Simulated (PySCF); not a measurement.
# [OsO(OH)5]+: other functionals and bases at one geometry

One table from this session's results is given with a row withheld; the runs are named, their logs left out.

The runs use PySCF 2.14.0; several levels, as the steps say, no spin–orbit coupling.

4 further runs of the same task are left out: 2 for a known fault of the program, 1 that didn't finish, 1 set aside as unsound or not needed. Runs told in other sessions of the task aren't counted.

**Starting geometry**

12 atoms, charge 1, spin multiplicity 1.

Bond lengths: Os1–O2 1.715 Å, Os1–O3 1.887 Å, Os1–O5 1.914 Å, Os1–O7 1.936 Å, Os1–O9 1.868 Å, Os1–O11 1.934 Å, O3–H4 0.986 Å, O5–H6 0.987 Å, O7–H8 0.985 Å, O9–H10 0.990 Å, O11–H12 0.987 Å. Angles: O2–Os1–O3 157.1°, O2–Os1–O5 87.9°, O2–Os1–O7 107.8°, O2–Os1–O9 98.3°, O2–Os1–O11 85.4°, O3–Os1–O5 83.1°, O3–Os1–O7 91.8°, O3–Os1–O9 97.7°, O3–Os1–O11 77.5°, O5–Os1–O7 82.3°, O5–Os1–O9 158.5°, O5–Os1–O11 107.8°, O7–Os1–O9 76.2°, O7–Os1–O11 164.0°, O9–Os1–O11 93.3°, Os1–O3–H4 124.0°, Os1–O5–H6 114.7°, Os1–O7–H8 114.0° and more.

As a file:

```xyz
12
charge 1, multiplicity 1
Os   -0.0703   -0.1222   -0.0290
O     0.2722   -0.7541    1.5276
O    -0.0004   -0.0020   -1.9114
H     0.2821   -0.7400   -2.5015
O     1.7754    0.3689   -0.1583
H     2.2745    0.3258    0.6923
O    -0.2984    1.7920    0.1470
H     0.5269    2.3089   -0.0012
O    -1.9158    0.0911    0.1675
H    -2.2857    1.0087    0.1959
O    -0.2305   -1.9715   -0.5730
H    -0.2433   -2.6298    0.1625
```

Formal oxidation states: Os +8. An earlier session relaxed this geometry at TPSS, Os def2-SVP with ECP60, O def2-SVP, H def2-SVP (singlet, point group C1).

At TPSS on the finer grid: E = -544.451537 Eh, HOMO -13.24 eV, LUMO -11.26 eV, Mulliken charge on Os1 +1.22 e, largest force component 0.011 eV/Å. 

Levels to run: revPBE; B3LYP; TPSSh; M06-L; TPSS, TZVP; TPSS, x2c-SVP. Hardware: 4 threads of Arm Neoverse V2, shared host.

Set-up of the first run:

The input, run.py (the lines that set the calculation):

```python
mol = gto.M(atom='''
Os    -0.07025    -0.12217    -0.02903
O      0.27223    -0.75406     1.52764
O     -0.00041    -0.00196    -1.91137
H      0.28210    -0.74001    -2.50145
O      1.77543     0.36885    -0.15829
H      2.27452     0.32585     0.69229
O     -0.29839     1.79204     0.14703
H      0.52694     2.30888    -0.00119
O     -1.91575     0.09105     0.16751
H     -2.28572     1.00872     0.19588
O     -0.23054    -1.97150    -0.57299
H     -0.24330    -2.62984     0.16250''',
    basis={'Os': 'def2-SVP', 'O': 'def2-SVP', 'H': 'def2-SVP'},
    ecp={'Os': 'def2-SVP'},
    charge=1, spin=0)
mf = dft.RKS(mol, xc='PBE_R,PBE')
mf.grids.atom_grid = (75, 302)
mf = mf.density_fit()  # fitting sets: Os def2-universal-JKFIT, O def2-universal-JKFIT, H def2-universal-JKFIT
mf.conv_tol = 1e-08; mf.max_cycle = 55
mf.kernel(dm0)  # dm0: the density of the relaxed state
```

Command:

```console
OMP_NUM_THREADS=4 python run.py
```

Among the steps run: revPBE; B3LYP; TPSSh; M06-L; TPSS, TZVP; TPSS, x2c-SVP.

One table of the session follows, with a row left open; its other results are not shown here.

| level | HOMO (eV) | gap (eV) | charge on Os1 (e) | dipole (D) | largest force component (eV/Å) |
| --- | --- | --- | --- | --- | --- |
| TPSS (relaxed here) | -13.24 | 1.98 | 1.22 | 1.39 | 0.01 |
| revPBE | -13.07 | 1.91 | 1.15 | 1.36 | 0.35 |
| B3LYP | -14.49 | 3.43 | 1.31 | 1.47 | 0.87 |
| TPSSh | -13.91 | 2.74 | 1.31 | 1.44 | 0.68 |
| M06-L | -13.60 | 2.06 | 1.63 | 1.41 | 0.61 |
| TPSS, TZVP | ? | ? | ? | ? | ? |
| TPSS, x2c-SVP | -13.31 | 1.89 | 0.63 | 1.38 | 0.65 |

Estimate the missing values for TPSS, TZVP.

The run gave: HOMO (eV): -13.26; gap (eV): 2.04; charge on Os1 (e): 1.39; dipole (D): 1.31; largest force component (eV/Å): 0.25. In the column «HOMO (eV)» it lies between TPSS, x2c-SVP (-13.31) and TPSS (relaxed here) (-13.24).

The dipole of a charged species depends on the origin, so these sizes hold for this origin alone.

In one basis the HOMO–LUMO gap runs from 1.91 eV (revPBE) to 3.43 eV (B3LYP). The largest leftover force, 0.87 eV/Å with B3LYP, stands at a geometry relaxed at another level. Total energies of different levels can't be compared.
